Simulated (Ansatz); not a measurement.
# Cu+ with CO: structure and interaction energy

One table from this session's results is given with a row withheld; the runs are named, their logs left out.

Computed with Ansatz 0.2.0, Gaussian basis. Level: PBE0-D4 structure, single points in def2-TZVPPD.

Levels: PBE-D4, revPBE-D4, BLYP-D4, r2SCAN-D4, B97M-V, PBE0-D4, B3LYP-D4, HSE06-D4, wB97X-V, wB97M-V, B2PLYP, Hartree-Fock, MP2, CCSD, CCSD(T). The reference is CCSD(T) extrapolated to the basis limit. For elements past Ar these valence bases correlate outer-core shells poorly and lack relativity, so that limit is rough.

Correlated methods freeze the cores. The 3s and 3p shells of Cu and Zn are frozen; filled d shells are correlated. B3LYP uses VWN-RPA correlation. B2PLYP carries no dispersion term here.

163 further runs of the same task are left out: 163 set aside as unsound or not needed.

## Where the work starts

The pair, from a GFN2-xTB docking trial: 3 atoms, charge 1, spin multiplicity 1.

Atoms are counted from 1 here; the program's logs count them from 0.

Bond lengths: Cu1–C2 1.952 Å, C2–O3 1.110 Å. Angles: Cu1–C2–O3 175.9°.

As a file:

| atom | x (Å) | y (Å) | z (Å) |
| --- | --- | --- | --- |
| Cu1 | 0.0773 | 0.1113 | -1.6653 |
| C2 | 0.0046 | 0.0067 | 0.2827 |
| O3 | -0.0820 | -0.1180 | 1.3825 |

Atoms 1 to 1 are fragment A (Cu+), the rest fragment B (CO).

The first run:

pre/in.yaml reads:

```yaml
crystal:
  periodic: [false, false, false]
  atoms:
    - {symbol: Cu, position_ang: [0.077300, 0.111300, -1.665300]}
    - {symbol: C, position_ang: [0.004600, 0.006700, 0.282700]}
    - {symbol: O, position_ang: [-0.082000, -0.118000, 1.382500]}
basis:
  gaussian: {orbitals: def2-SVP}
total_charge: 1
hamiltonian: {xc: pbe, dispersion: d4}
relax: {f_tol: 0.03, max_steps: 250}
```

Run with:

```
$ ansatz run in.yaml --threads 2 --pin off --events-out ev --progress --plain --max-ram 5222MiB
```

Steps of the session up to this table: A first relaxation in a small basis; Relaxation at PBE0-D4; wB97X-V/def2-TZVPPD; wB97M-V/def2-TZVPPD; B2PLYP/def2-TZVPPD; B97M-V/def2-TZVPPD; CCSD(T)/def2-TZVPPD; MP2/def2-QZVPPD; Vibrations of the pair.

One of the session's tables, all rows but one given; the rest of the session is left out.

```
      method  interaction (kJ/mol)
      PBE-D4               -202.02
   revPBE-D4               -185.58
     BLYP-D4               -190.60
   r2SCAN-D4               -196.31
      B97M-V               -180.83
     PBE0-D4               -161.25
    B3LYP-D4               -161.42
    HSE06-D4                     ?
     wB97X-V               -147.97
     wB97M-V               -143.16
      B2PLYP               -153.42
Hartree-Fock                -44.43
         MP2               -146.58
        CCSD               -112.71
     CCSD(T)               -126.75
 CCSD(T)/CBS               -138.84
```

Estimate the missing values for HSE06-D4.

The run gave: interaction (kJ/mol): -160.79. In the column «interaction (kJ/mol)» it lies between PBE0-D4 (-161.25) and B2PLYP (-153.42).

Among the levels timed on like hardware and quicker than the yardstick, those that no quicker one beats, quickest first: PBE-D4 (2.1 s, -63.19 kJ/mol); revPBE-D4 (2.2 s, -46.74 kJ/mol); PBE0-D4 (2.7 s, -22.42 kJ/mol); HSE06-D4 (3.4 s, -21.96 kJ/mol); B2PLYP (6.6 s, -14.58 kJ/mol); wB97X-V (7.6 s, -9.13 kJ/mol); wB97M-V (8.7 s, -4.32 kJ/mol).

wB97M-V reaches 4.32 kJ/mol from the reference in 8.7 s, where CCSD(T)/CBS took 24 s; the quickest level in the cost chart, PBE-D4, takes 2.1 s and misses by 63.19 kJ/mol.

To keep in mind: A lower arrangement may exist.
